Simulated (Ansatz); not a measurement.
Task: a relaxation driven by ASE of NbW, space group Cmmm, with Ansatz's Python interface. Give the script and its output. Use (first run): PBEsol, PAW, the default cutoff (420 eV here), 7×7×4 k-points, Fermi-Dirac smearing of 0.1 eV.

```xyz
2
Lattice="1.6174 -2.2736 0.0000 1.6174 2.2736 0.0000 0.0000 0.0000 4.5985" Properties=species:S:1:pos:R:3 pbc="T T T"
Nb    0.0000    0.0000    0.0000
W     1.6174    0.0000    2.2992
```

`run_ase_relax.py`:
```python
# -*- coding: utf-8 -*-
"""ASE drives the relaxation of NbW."""

import warnings

import ansatz as az
from ase import Atoms
from ase.calculators.calculator import Calculator, all_changes
from ase.filters import FrechetCellFilter
from ase.optimize import BFGSLineSearch
from ase.units import GPa
import numpy as np


class Ansatz(Calculator):
    implemented_properties = ["energy", "free_energy", "forces", "stress"]

    def calculate(self, atoms=None, properties=("energy",), system_changes=all_changes):
        super().calculate(atoms, properties, system_changes)
        bare = self.atoms.copy()
        bare.set_constraint()
        bare.set_momenta(None)
        job = (
            az.Crystal.from_ase(bare).calculation()
            .functional("pbesol")
            .kpoints(7, 7, 4)
            .occupations("Fermi-Dirac")
            .forces()  # eV per angstrom
            .stress()  # positive in compression
        )
        report = job.run(threads=1).report
        self.results["free_energy"] = report["lagrangian_ev"]
        self.results["energy"] = report.get("lagrangian_sigma0_ev", report["lagrangian_ev"])
        self.results["forces"] = np.array(report["forces_ev_ang"])
        s = -np.array(report["stress_gpa"]) * GPa  # ASE counts tension as positive
        self.results["stress"] = s[[0, 1, 2, 1, 0, 0], [0, 1, 2, 2, 2, 1]]


def main():
    warnings.simplefilter("ignore")
    atoms = Atoms(
        ["Nb", "W"],
        cell=[[1.61742925, -2.27362686, 0.0], [1.61742925, 2.27362686, 0.0], [0.0, 0.0, 4.59849466]],
        scaled_positions=[
            [0.0, 0.0, 0.0],
            [0.5, 0.5, 0.5],
        ],
        pbc=True,
    )
    atoms.calc = Ansatz()
    before = atoms.get_potential_energy(), atoms.get_volume()
    target = FrechetCellFilter(atoms)
    optimiser = BFGSLineSearch(target, logfile=None)


    def tell():
        fmax = np.linalg.norm(target.get_forces(), axis=1).max()
        print(f"step {optimiser.nsteps:2d}  E = {atoms.get_potential_energy():.5f} eV  fmax = {fmax:.4f}  V = {atoms.get_volume():.3f} A^3")


    optimiser.attach(tell)
    met = optimiser.run(fmax=0.03, steps=20)
    print("threshold met:", bool(met), " energy gained:", round(before[0] - atoms.get_potential_energy(), 5), "eV")
    print("cell lengths and angles:", np.round(atoms.cell.cellpar(), 3))
    print(np.round(atoms.get_scaled_positions(), 4))


if __name__ == "__main__":
    main()
```

```console
$ python run_ase_relax.py
step  0  E = -14752.12030 eV  fmax = 0.8304  V = 33.821 A^3
step  1  E = -14752.14224 eV  fmax = 0.1549  V = 32.891 A^3
step  2  E = -14752.14453 eV  fmax = 0.0634  V = 32.887 A^3
step  3  E = -14752.14474 eV  fmax = 0.0018  V = 32.890 A^3
threshold met: True  energy gained: 0.02444 eV
cell lengths and angles: [  2.777   2.777   4.539  90.     90.    109.983]
[[0.  0.  0. ]
 [0.5 0.5 0.5]]
```

Caveats:
- Absolute energies stand on the zero of these potentials, so only differences at equal settings mean something. A total without «per atom» is that of the whole cell that was run.
- For a metal this k-point mesh is coarse: on a finer one energies can move by several to tens of meV an atom and pressures by half a GPa or more, differences at one mesh by less.
- Spin-orbit coupling, which matters for elements this heavy, is left out.
- At these settings the cell as given stands under about -6 GPa, so it isn't at this functional's equilibrium volume.
- This cell is a computed structure, which may not be the phase found in nature.
- Finished in 8.8 s on 1 thread of Arm Neoverse V2, on a shared host, peak memory 0.44 GiB.
